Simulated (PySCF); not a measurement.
# [ZrO2]-: doublet, from a linear start

The task is one start of a wider search on [ZrO2]-: the doublet, built as linear. It is relaxed, tested by its Hessian and followed downhill if it is a saddle.

The runs use PySCF 2.14.0; PBE, basis Zr def2-SVPD with ECP28, O def2-SVPD, scalar-relativistic core potentials, no spin–orbit coupling, density fitting.

### 1 Where the work starts

3 atoms, charge -1, spin multiplicity 2.

Bond lengths: Zr1–O2 1.840 Å, Zr1–O3 1.840 Å. Angles: O2–Zr1–O3 180.0°.

```xyz
3
charge -1 multiplicity 2
Zr    0.0000    0.0000    0.0000
O     0.0000    0.0000    1.8400
O     0.0000    0.0000   -1.8400
```

### 2 Linear start, doublet: relaxation

The steps below are one call of a driver around PySCF. For each, scf.py gives the equivalent set-up of the SCF; relaxations use the driver's own optimiser. Before each start the driver seeks the lowest SCF state from one or more starting densities and follows internal instabilities, so scf.py alone need not reach the same state.

The program finds D∞h symmetry in the start, which this walk keeps. Threshold on the gradient: 0.0003 Eh/bohr, with a further test on the energy change.

scf.py reads:

```python
from pyscf import gto, scf, dft
mol = gto.M(atom='''
Zr     0.000000     0.000000     0.000000
O      0.000000     0.000000     1.840000
O      0.000000     0.000000    -1.840000''',
    basis={'Zr': 'def2-SVPD', 'O': 'def2-SVPD'},
    ecp={'Zr': 'def2-SVPD'},
    charge=-1, spin=1)
mf = dft.UKS(mol, xc='PBE')
mf.grids.atom_grid = (50, 194)
aux = {'Zr': 'def2-universal-JKFIT', 'O': 'def2-universal-JKFIT'}
mf = mf.density_fit(auxbasis=aux)
mf.kernel()
```

After this run come: Is it a minimum? Harmonic modes; Leaving the saddle point; Vibrations and properties at this point.

Before running it: what results should come out? Wanted: minimum; geometry; wavenumbers; dipole moment; highest occupied, lowest empty level; polar-tensor charge of Zr1; zero-point energy; ⟨S²⟩.

As calculated:

```
                                          quantity                             value
                                           minimum                      doublet, C2v
                                          geometry  Zr–O 1.822 Å (×2); O–Zr–O 108.6°
                                wavenumbers (cm⁻¹)      277 (a1), 785 (b2), 848 (a1)
                    dipole moment (centre of mass)                            3.11 D
highest occupied, lowest empty level (either spin)                     0.46, 1.42 eV
                        polar-tensor charge of Zr1                           +0.77 e
                                 zero-point energy                       11.4 kJ/mol
                               entropy at 298.15 K                   275.7 J/(mol K)
                                              ⟨S²⟩                             0.754
```

From D∞h at the start the molecule goes to a C2v minimum, after a first stop at a second-order saddle point 189.5 kJ/mol higher, from which it was pushed off along an imaginary mode. In the infrared the band at 785 cm⁻¹ (b2, stretch) leads. Most of the spin sits on Zr1 (Mulliken spin 1.21, against 1 for the whole molecule). Only this shape and spin were tried, so other structures or states may lie lower. The highest occupied level lies above zero: either self-interaction error lifts it or the extra electron is not bound, and the basis holds it in place. Open d and f shells are described by one determinant, and the ground state may have another occupation or spin.
